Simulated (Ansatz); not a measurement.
Ti3Se:

```
CELL_PARAMETERS angstrom
3.19745 0.00000 0.00000
-1.59872 2.76907 0.00000
0.00000 0.00000 7.94275
ATOMIC_POSITIONS crystal
Se 0.00000 0.00000 0.00000
Ti 0.66667 0.33333 0.50000
Ti 0.33333 0.66667 0.77290
Ti 0.33333 0.66667 0.22710
```

The cell comes from a database or a generator and needn't be the stable form of this composition.

- Program: Ansatz 0.2.0
- Task: relaxation of cell and atoms
- Functional: HSE06
- Potentials or basis: Ansatz PAW
- Cutoff: 420 eV (not typed: the program's choice for these potentials)
- k mesh: 6 × 6 × 2
- Occupations: fermi-dirac, width 0.05 eV
- Spin: no spin polarisation

At the start: volume 17.58 Å³/atom.

Problem. Where does the relaxation end?

Solution. It ends after 5 steps and the volume is 17.16 Å³/atom (-2.4 %); space group P-6m2 (No. 187, to 0.05 Å).

The path:
| step | energy change (eV) | largest force (eV/Å) | volume (Å³) |
| --- | --- | --- | --- |
| 1 | 0.0000 | 0.1569 | 70.32 |
| 2 | -0.0180 | 0.0627 | 68.88 |
| 3 | -0.0187 | 0.0110 | 68.63 |
| 4 | -0.0187 | 0.0005 | 68.65 |
| 5 | -0.0182 | 0.0005 | 68.65 |

Final structure:
```cif
data_structure
_symmetry_space_group_name_H-M 'P 1'
_symmetry_Int_Tables_number 1
_cell_length_a 3.1758
_cell_length_b 3.1758
_cell_length_c 7.8596
_cell_angle_alpha 90.000
_cell_angle_beta 90.000
_cell_angle_gamma 120.000
_cell_volume 68.65
loop_
_atom_site_label
_atom_site_type_symbol
_atom_site_fract_x
_atom_site_fract_y
_atom_site_fract_z
_atom_site_occupancy
Se1 Se 0.00000 0.00000 0.00000 1
Ti1 Ti 0.66667 0.33333 0.50000 1
Ti2 Ti 0.33333 0.66667 0.77378 1
Ti3 Ti 0.33333 0.66667 0.22622 1
```

Caveat: the k mesh is coarse (spacing up to 0.40 Å⁻¹), so the values aren't converged, least of all with exact exchange; the plane-wave basis is chosen anew once the cell has moved, so the energies of steps on either side of that aren't comparable; the PAW data sets come from PBE, with cores solved anew for the run's functional, which leaves a small shift of forces and pressure.
